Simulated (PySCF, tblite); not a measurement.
# C₆H₅BFO₂ radical: geometry, infrared bands and EPR parameters

Aim: predict the infrared bands and EPR parameters of C₆H₅BFO₂ radical (`OB(O)c1c[c]cc(F)c1`).

The runs use tblite 0.8.0 and PySCF 2.14.0, with density-fitted response routines of our own; the level of theory stands in each step. All values are computed, except where a source is named. Atoms are numbered from 0 throughout.

### Step 1. The starting structure

15 atoms, charge 0, multiplicity 2; geometry from: force field or distance geometry start.

Bonds of the start (Å): O0–B1 1.48, B1–O2 1.47, B1–C3 1.58, C3–C4 1.38, C4–C5 1.37, C5–C6 1.40, C6–C7 1.38, C7–F8 1.35, C7–C9 1.40, C9–C3 1.38, O0–H10 0.99, O2–H11 1.01, C4–H12 1.08, C6–H13 1.09, C9–H14 1.10.

### Step 2. Relaxing the molecule with GFN2-xTB

What the job is given:

```
{"job": {"kind": "relax", "xc": "GFN2-xTB", "basis": "xTB"}, "charge": 0, "multiplicity": 2}
O     -2.400200     1.028600     0.977200
B     -1.709400     0.681500    -0.284200
O     -2.597600     0.080700    -1.282900
C     -0.230800     0.131200    -0.206200
C      0.040000    -1.167200    -0.600100
C      1.342200    -1.595000    -0.520300
C      2.340200    -0.738700    -0.032400
C      2.065000     0.551900     0.383700
F      3.060800     1.340900     0.850600
C      0.738700     0.978300     0.293300
H     -2.479600     0.226000     1.559100
H     -3.230800    -0.526700    -0.786700
H     -0.735600    -1.813500    -0.972900
H      3.338900    -1.170500     0.001000
H      0.453700     2.000400     0.599100
```

Started as:

```sh
OMP_NUM_THREADS=1 python probes_run.py task.json out
```

One launch serves the whole session: the jobs run in the order shown.

What it wrote:

```text
step      E/eV     max force
  0    -800.10558    3.910
  1    -800.58262    2.458
  2    -800.78634    1.483
  3    -800.86434    1.127
  4    -800.99401    0.886
  5    -801.04177    0.836
  6    -801.16771    1.283
  7    -801.26166    0.863
  8    -801.33251    0.380
  9    -801.34355    0.814
 10    -801.35824    0.436
 11    -801.37192    0.411
 12    -801.41227    0.476
 13    -801.44265    0.563
 14    -801.47797    0.662
 15    -801.52188    0.630
 16    -801.56438    0.614
 17    -801.58389    1.415
 18    -801.64816    0.894
 19    -801.69195    0.573
 20    -801.74549    1.091
 21    -801.76164    0.403
 22    -801.78256    0.370
 23    -801.80975    0.577
 24    -801.81945    0.255
 25    -801.82876    0.172
 26    -801.83362    0.223
 27    -801.83700    0.173
 28    -801.84023    0.187
 29    -801.84449    0.180
 30    -801.85021    0.203
 31    -801.85621    0.234
 32    -801.86197    0.231
 33    -801.86665    0.164
 34    -801.86982    0.117
 35    -801.87179    0.130
 36    -801.87354    0.107
 37    -801.87552    0.122
 38    -801.87753    0.106
 39    -801.87927    0.107
 40    -801.88075    0.102
 41    -801.88220    0.086
 42    -801.88368    0.080
 43    -801.88494    0.102
 44    -801.88600    0.106
 45    -801.88699    0.079
 46    -801.88793    0.059
 47    -801.88858    0.058
 48    -801.88893    0.040
 49    -801.88913    0.037
 50    -801.88934    0.050
 51    -801.88955    0.036
 52    -801.88975    0.046
 53    -801.88994    0.042
 54    -801.89018    0.043
 55    -801.89050    0.051
 56    -801.89082    0.046
 57    -801.89108    0.043
 58    -801.89132    0.038
 59    -801.89170    0.047
 60    -801.89226    0.062
 61    -801.89289    0.073
 62    -801.89341    0.066
 63    -801.89391    0.057
 64    -801.89471    0.072
 65    -801.89630    0.102
 66    -801.89894    0.142
 67    -801.90170    0.143
 68    -801.90433    0.110
 69    -801.90574    0.127
 70    -801.90587    0.173
 71    -801.90714    0.123
 72    -801.90777    0.116
 73    -801.90871    0.065
 74    -801.90976    0.130
 75    -801.91029    0.101
 76    -801.91146    0.057
 77    -801.91174    0.062
 78    -801.91201    0.055
 79    -801.91240    0.057
 80    -801.91313    0.045
 81    -801.91363    0.052
 82    -801.91392    0.039
 83    -801.91410    0.045
 84    -801.91429    0.034
 85    -801.91448    0.046
 86    -801.91467    0.036
 87    -801.91483    0.038
 88    -801.91491    0.034
 89    -801.91500    0.025
 90    -801.91509    0.018
 91    -801.91513    0.015
 92    -801.91517    0.015
 93    -801.91521    0.021
 94    -801.91525    0.021
 95    -801.91530    0.018
 96    -801.91536    0.016
 97    -801.91540    0.016
 98    -801.91548    0.019
 99    -801.91556    0.021
100    -801.91564    0.028
101    -801.91570    0.032
102    -801.91577    0.022
103    -801.91582    0.018
104    -801.91585    0.017
105    -801.91588    0.015
106    -801.91592    0.013
107    -801.91595    0.009
```

Run time: 0.69 s. Hardware: 1 thread of Arm Neoverse V1, shared host.

Relaxation path: (not every step is listed)

| step | energy from step 0 (eV) | largest force (eV/Å) |
| --- | --- | --- |
| 0 | 0.0000 | 3.9105 |
| 1 | -0.4770 | 2.4578 |
| 2 | -0.6808 | 1.4829 |
| 3 | -0.7588 | 1.1274 |
| 4 | -0.8884 | 0.8864 |
| 5 | -0.9362 | 0.8361 |
| 6 | -1.0621 | 1.2831 |
| 7 | -1.1561 | 0.8627 |
| 8 | -1.2269 | 0.3799 |
| 17 | -1.4783 | 1.4148 |
| 26 | -1.7280 | 0.2232 |
| 35 | -1.7662 | 0.1304 |
| 44 | -1.7804 | 0.1065 |
| 53 | -1.7844 | 0.0420 |
| 62 | -1.7878 | 0.0662 |
| 71 | -1.8016 | 0.1231 |
| 80 | -1.8075 | 0.0452 |
| 89 | -1.8094 | 0.0249 |
| 98 | -1.8099 | 0.0189 |
| 102 | -1.8102 | 0.0224 |
| 103 | -1.8102 | 0.0182 |
| 104 | -1.8103 | 0.0166 |
| 105 | -1.8103 | 0.0150 |
| 106 | -1.8103 | 0.0130 |
| 107 | -1.8104 | 0.0088 |

Distances of close pairs at the start and the end, largest changes first:

| bond | before (Å) | after (Å) | change (Å) |
| --- | --- | --- | --- |
| O0–B1 | 1.479 | 1.358 | -0.122 |
| B1–O2 | 1.465 | 1.346 | -0.119 |
| O2–H11 | 1.008 | 0.958 | -0.050 |
| O0–H10 | 0.995 | 0.955 | -0.039 |
| C5–C6 | 1.403 | 1.365 | -0.038 |
| C9–H14 | 1.104 | 1.081 | -0.023 |
| C3–C4 | 1.384 | 1.407 | +0.023 |
| C7–C9 | 1.396 | 1.382 | -0.014 |

The end geometry stands in the next job.

### Step 3. Infrared spectrum with GFN2-xTB

What the job is given:

```
{"job": {"kind": "ir", "xc": "GFN2-xTB", "basis": "xTB"}, "charge": 0, "multiplicity": 2}
O     -2.444463     1.213489     0.607183
B     -1.871829     0.212585    -0.109637
O     -2.668467    -0.574959    -0.856569
C     -0.313094    -0.086068    -0.111785
C      0.169773    -1.190182    -0.837119
C      1.507843    -1.431886    -0.825068
C      2.442052    -0.688232    -0.164527
C      1.954136     0.401347     0.548227
F      2.820816     1.184961     1.228133
C      0.605600     0.701084     0.578720
H     -1.865519     1.758118     1.137060
H     -3.598043    -0.346934    -0.813104
H     -0.531697    -1.804742    -1.376657
H      3.498739    -0.903705    -0.176086
H      0.289740     1.563115     1.149317
```

What it wrote:

```text
mode    cm-1     km/mol
  1      10.1      2.47
  2     116.3      0.03
  3     137.6      3.27
  4     202.3      1.48
  5     294.8      4.76
  6     338.0      0.73
  7     382.9      2.14
  8     431.7      6.74
  9     458.2      2.72
 10     470.2      2.97
 11     507.8     45.87
 12     532.9     81.33
 13     568.9      2.49
 14     626.8    105.73
 15     639.9    218.47
 16     658.8     11.97
 17     797.9     34.40
 18     853.1      0.01
 19     864.5     28.82
 20     868.8      0.42
 21     941.1    195.60
 22     955.4    122.26
 23     969.2     31.88
 24    1082.8     21.49
 25    1106.5     19.95
 26    1179.5    159.65
 27    1198.5     47.31
 28    1258.1    374.72
 29    1268.5      6.58
 30    1296.1    379.08
 31    1392.3    105.87
 32    1438.5     69.40
 33    1498.9     13.26
 34    1601.6     20.70
 35    3070.6     21.48
 36    3095.6      4.89
 37    3105.4      3.03
 38    3613.6     25.83
 39    3648.9     15.28
```

It took 0.5 s on 1 thread of Arm Neoverse V1, shared host.

Which atoms move in the most intense modes:

| cm⁻¹ | km/mol | atoms |
| --- | --- | --- |
| 627 | 105.7 | H11 56 %, C3 14 % |
| 640 | 218.5 | B1 29 %, C3 26 %, H11 15 % |
| 941 | 195.6 | H10 74 %, O0 10 % |
| 955 | 122.3 | H11 58 %, O2 23 %, O0 11 % |
| 1180 | 159.7 | H12 18 %, H13 16 %, C7 13 %, B1 11 % |
| 1258 | 374.7 | B1 44 %, C3 15 %, C7 10 % |
| 1296 | 379.1 | B1 67 %, O2 18 % |
| 1392 | 105.9 | C7 19 %, C3 17 %, C4 16 %, C6 13 % |

### Step 4. g tensor and hyperfine couplings: B3LYP/pcH-1

Same as in step 3 but for these lines:

```diff
@@ -1,2 +1,2 @@
-{"job": {"kind": "ir", "xc": "GFN2-xTB", "basis": "xTB"}, "charge": 0, "multiplicity": 2}
+{"job": {"kind": "epr", "basis": "pcH-1"}, "charge": 0, "multiplicity": 2}
 O     -2.444463     1.213489     0.607183
```

Method: UKS B3LYP, pcH-1 on B C F H O, non-relativistic, mean-field spin-orbit, GIAO.

What it wrote:

```text
UKS, coarse grid
  cycle   1  E = -506.65870507  |g| = 7.53e-01
  cycle   2  E = -506.41369437  |g| = 1.13e+00
  cycle   3  E = -506.85281346  |g| = 9.58e-02
  cycle   4  E = -506.85591654  |g| = 5.86e-02
  cycle   5  E = -506.85756101  |g| = 2.02e-02
  cycle   6  E = -506.85777138  |g| = 4.66e-03
  cycle   7  E = -506.85778855  |g| = 2.56e-03
  cycle   8  E = -506.85779541  |g| = 1.37e-03
  cycle   9  E = -506.85779887  |g| = 7.48e-04
UKS, final grid
  cycle   1  E = -506.85771828  |g| = 1.10e-03
  cycle   2  E = -506.85771686  |g| = 2.06e-03
  cycle   3  E = -506.85771931  |g| = 2.28e-04
  cycle   4  E = -506.85771942  |g| = 1.79e-04
  cycle   5  E = -506.85771953  |g| = 8.55e-05
  cycle   6  E = -506.85771953  |g| = 1.81e-05
E = -506.85771953 Eh   <S^2> = 0.7569 (exact 0.7500)
g shifts (ppm)      1          2          3
  rmc          -170       -170       -170
  gc             31         12        -31
  oz_so        -621         -6       1043
  total        -760       -164        842
hyperfine (MHz)  atom isotope    a_iso     a_fc   dipolar eigenvalues
    0   17O      -0.56      -0.56     -1.16      0.49      0.67
    1   11B       9.83       9.83     -1.07     -1.03      2.10
    2   17O      -0.93      -0.93     -0.21      0.05      0.16
    3   13C      46.49      46.49     -7.42     -3.30     10.71
    4   13C      12.74      12.74    -14.11     -2.04     16.16
    5   13C     403.20     403.20    -79.08    -62.73    141.81
    6   13C      19.31      19.31    -13.30     -1.86     15.15
    7   13C      67.21      67.21     -5.43     -1.28      6.72
    8   19F      30.90      30.90    -26.12     -9.43     35.55
    9   13C      -7.47      -7.47     -6.35      2.44      3.91
   10    1H       0.11       0.11     -0.93     -0.40      1.32
   11    1H       0.34       0.34     -0.62     -0.53      1.15
   12    1H      55.12      55.12     -6.94     -5.70     12.63
   13    1H      62.27      62.27     -6.66     -5.59     12.24
   14    1H       4.08       4.08     -1.57      0.38      1.19
```

Run time: 1.8 min. Hardware: 1 thread of Arm Neoverse V1, shared host; peak memory 1 GiB.

Principal g values 2.00156, 2.00216, 2.00316; g(iso) = 2.00229, against 2.00232 for a free electron.

Hyperfine couplings; where a row names several nuclei, a(iso) is their mean (it holds for fast rotation or exchange) and the dipolar term the largest among them:

| nuclei | isotope | a(iso) (MHz) | a(iso) (G, at g = 2.0023) | largest dipolar term (MHz) |
| --- | --- | --- | --- | --- |
| C5 | 13C | 403.2 | 143.9 | 141.8 |
| C7 | 13C | 67.2 | 24.0 | 6.7 |
| H13 | 1H | 62.3 | 22.2 | 12.2 |
| H12 | 1H | 55.1 | 19.7 | 12.6 |
| C3 | 13C | 46.5 | 16.6 | 10.7 |
| F8 | 19F | 30.9 | 11.0 | 35.5 |
| C6 | 13C | 19.3 | 6.9 | 15.2 |
| C4 | 13C | 12.7 | 4.5 | 16.2 |
| B1 | 11B | 9.8 | 3.5 | 2.1 |
| C9 | 13C | -7.5 | -2.7 | -6.4 |
| H14 | 1H | 4.1 | 1.5 | -1.6 |
| O0, O2 | 17O | -0.7 | -0.3 | -1.2 |
| H10, H11 | 1H | 0.2 | 0.1 | 1.3 |

Mulliken spin populations:

O0 0.00; B1 0.01; O2 0.00; C3 0.07; C4 -0.08; C5 1.00; C6 -0.08; C7 0.06; F8 0.01; C9 -0.04; H10 0.00; H11 0.00; H12 0.02; H13 0.02; H14 0.00

In first order the couplings over 0.8 MHz of 1H, 19F, 11B give 64 distinct lines over 64.9 G, if the averaged nuclei exchange fast; the same motion can average rows kept apart here too.

The fields below are evaluated on a grid from the run's orbitals.

ELF in a plane through or near 15 of the atoms.

Ten even steps from '0' (0.00) to '9' (1.00):
```
0000000000000000000000000000
0000000000000000000000000000
0000000000000000000000000000
0000000010002420011000000000
0000001343018980076200000000
0000026887139991199643100000
0000158346149991199787400000
0000047775562650055488510000
0000001243476363358775200000
0000122387446835933210000000
0001999626402573922645660000
0004999834734886327469982000
0002999769376444027368871000
0000342147367289417873210000
0000000169974799803641000000
0000000278840599900000000000
0000000157610179700000000000
0000000001100000000000000000
0000000000000000000000000000
0000000000000000000000000000
```
The map spans 12.4 Å across and 9.8 Å up, centred on the molecule. Atoms in the plane (x, y in Å): O0 (2.5, 1.3), B1 (1.9, 0.1), O2 (2.7, -1.0), C3 (0.3, -0.1), C4 (-0.2, -1.5), C5 (-1.6, -1.6), C6 (-2.5, -0.6), C7 (-2.0, 0.7), F8 (-2.8, 1.7), C9 (-0.6, 0.9), H10 (1.9, 2.0), H11 (3.6, -0.8), H12 (0.5, -2.3), H13 (-3.5, -0.8), H14 (-0.2, 1.9).

On the surface of density 0.002 e/bohr³ the electrostatic potential runs, from the 1st to the 99th percentile, from -1.00 V near O2 to 2.67 V near H10.

The spin density lies nearest to C5 74 %.

### Step 5. Summary of results

| quantity | value |
| --- | --- |
| strongest single infrared mode (GFN2-xTB) | 1296 cm⁻¹, 379 km/mol |
| zero-point energy (GFN2-xTB) | 62.2 kcal/mol |
| g(iso) (B3LYP) | 2.00229 |
| ⟨S²⟩ | 0.757 (exact 0.75) |
| largest a(iso) (averaged by class) | 13C on C5, 403.2 MHz |
| potential on the surface of density 0.002 e/bohr³, 1st and 99th percentile | -1.00 V and 2.67 V |

Relaxing lowered the energy by 1.810 eV in 107 steps; the close pair that moved most is O0–B1, from 1.479 to 1.358 Å. No mode is imaginary among the 39: a minimum at this level. The strongest single mode, at 1296 cm⁻¹, moves mainly B1. GFN2-xTB is a fitted tight-binding method: band positions and strengths are rough. Its intensities can rank the bands wrongly. C5 carries the largest spin population, 1.00 e. The isotropic g lies 0.0 ppt below the free-electron value. These values are for one conformer; the search (at its own cheap level) found 1 more, at 1.14 kcal/mol, and measured spectra average over such forms.
